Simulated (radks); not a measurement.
**Ni²⁺ in [Ar] 3d8: an all-electron calculation**

One table from this session's results is given with a row withheld; the runs are named, their logs left out.

Method: scalar-relativistic Kohn-Sham, PBE, spin-polarised, spherical densities, point nucleus; open shells are filled with parallel spins first. Code: radks (a radial shooting solver on a logarithmic mesh, Libxc functionals) version 1.

## The atom as given

```
element       : nickel (Z = 28)
charge        : +2
electrons     : 26
configuration : [Ar] 3d8
```

Outer shells as boxes (Hund's rule):

Ni²⁺
```
[Ar] core
3d [↑↓][↑↓][↑↓][↑ ][↑ ]
```

Set-up of the first run:

Input:

```text
Z 28
configuration [Ar] 3d8
relativity scalar-relativistic
functional pbe,pbe
spin polarised
nucleus point
c 137.035999084
```

Command:

```
$ python run_ks.py task.json out
```

All runs below come from this command, one after another.

Steps of the session up to this table: Self-consistent calculation.

One table of the session follows, with a row left open; its other results are not shown here.

It belongs to the step «Shells». From the orbitals of this run (lengths in bohr):

| level | <r> | outermost maximum (interpolated) | 90 % within | nodes |
| --- | --- | --- | --- | --- |
| 1s down | 0.05409 | 0.0354 | 0.0966 | 0 |
| 1s up | 0.05409 | 0.0354 | 0.0966 | 0 |
| 2s up | 0.2450 | 0.205 | 0.379 | 1 |
| 2s down | 0.2448 | 0.204 | 0.379 | 1 |
| 2p up | 0.2154 | 0.165 | 0.352 | 0 |
| 2p down | 0.2152 | 0.165 | 0.352 | 0 |
| 3s up | 0.7402 | 0.640 | 1.11 | 2 |
| 3s down | 0.7415 | 0.640 | 1.11 | 2 |
| 3p up | 0.7780 | 0.647 | 1.20 | 1 |
| 3p down | 0.7804 | 0.648 | 1.21 | 1 |
| 3d up | ? | ? | ? | ? |
| 3d down | 0.9817 | 0.633 | 1.71 | 0 |

Estimate the missing values for 3d up.

The run gave: <r>: 0.9598; outermost maximum (interpolated): 0.629; 90 % within: 1.66; nodes: 0. In the column «<r>» it lies between 3p down (0.7804) and 3d down (0.9817).

Limits of these values: Open shells are spherical and high-spin; term and fine-structure splittings are not resolved.
